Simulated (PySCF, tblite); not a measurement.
# C3H7BO2Si: geometry, infrared bands and NMR shifts

What infrared bands and NMR shifts should C3H7BO2Si (`B[Si@]1(O)COC1=C`) show?

Programs: tblite 0.8.0 and PySCF 2.14.0, with density-fitted response routines of our own. Each step states its level of theory. These are calculated values for one molecule in the gas phase, unless marked as measured. Atoms are numbered from 0 throughout.

### Step 1. Starting geometry

14 atoms, charge 0, multiplicity 1; geometry from: force field or distance geometry start.

Bonds of the start (Å): B0–Si1 1.93, Si1–O2 1.68, Si1–C3 1.83, C3–O4 1.39, O4–C5 1.40, C5–C6 1.34, C5–Si1 1.81, B0–H7 1.19, B0–H8 1.18, O2–H9 0.98, C3–H10 1.11, C3–H11 1.12, C6–H12 1.07, C6–H13 1.09.

### Step 2. Relaxing the molecule with GFN2-xTB

Job settings and geometry (Å):

```
{"job": {"kind": "relax", "xc": "GFN2-xTB", "basis": "xTB"}, "charge": 0, "multiplicity": 1}
B      1.902700    -1.249800    -0.271600
Si     0.705700     0.214200     0.097700
O      1.249100     1.762300    -0.246900
C     -0.354200     0.118300     1.582600
O     -1.062700    -0.917800     0.976300
C     -1.010100    -0.234900    -0.241400
C     -1.839800     0.020900    -1.267100
H      2.525000    -1.186000    -1.283700
H      2.396500    -1.913800     0.573700
H      0.698400     2.239600    -0.902700
H      0.120300    -0.137100     2.555200
H     -0.952300     1.053000     1.750900
H     -1.520200     0.603600    -2.102000
H     -2.859100    -0.373000    -1.243300
```

Command:

```console
$ OMP_NUM_THREADS=1 python probes_run.py task.json out
```

This one command runs all jobs of the session in turn.

**Question.** This job is followed by: GFN2-xTB harmonic vibrations, gas phase; GIAO PBE0/pcSseg-1 NMR shielding, non-relativistic, gas phase. What will the session give for the following? strongest single infrared mode (GFN2-xTB); zero-point energy (GFN2-xTB); 13C shifts against TMS (PBE0/pcSseg-1); 1H shifts against TMS (PBE0/pcSseg-1, means over atoms taken as alike); 11B shifts against BF3·OEt2 (PBE0/pcSseg-1); 29Si shifts against TMS (PBE0/pcSseg-1); 17O shifts against H2O (PBE0/pcSseg-1).

As calculated:

| quantity | value |
| --- | --- |
| strongest single infrared mode (GFN2-xTB) | 882 cm⁻¹, 216 km/mol |
| zero-point energy (GFN2-xTB) | 60.1 kcal/mol |
| 13C shifts against TMS (PBE0/pcSseg-1) | 183.5, 101.2, 75.0 ppm |
| 1H shifts against TMS (PBE0/pcSseg-1, means over atoms taken as alike) | 10.02, 4.90, 4.61, 4.55, 4.14, 2.35 ppm |
| 11B shifts against BF3·OEt2 (PBE0/pcSseg-1) | 109.1 ppm |
| 29Si shifts against TMS (PBE0/pcSseg-1) | 4.3 ppm |
| 17O shifts against H2O (PBE0/pcSseg-1) | 163.0, 45.4 ppm |

The optimisation took 103 steps and gained 1.309 eV; among the close pairs (by a distance rule), Si1–C3 changed most, from 1.827 to 1.950 Å. All 36 modes are real, so the xTB geometry is a minimum. The strongest single mode, at 882 cm⁻¹, moves mainly Si1 and O2. GFN2-xTB is a fitted tight-binding method: band positions and strengths are rough. Its intensities can rank the bands wrongly. C5 (alkene carbon bearing oxygen) lies farthest downfield among carbon, at 183.5 ppm; an sp2 carbon further deshielded by the attached heteroatom. At PBE0/pcSseg-1: The widest tensor belongs to B0: span 257 ppm, with a paramagnetic part of -208 ppm.
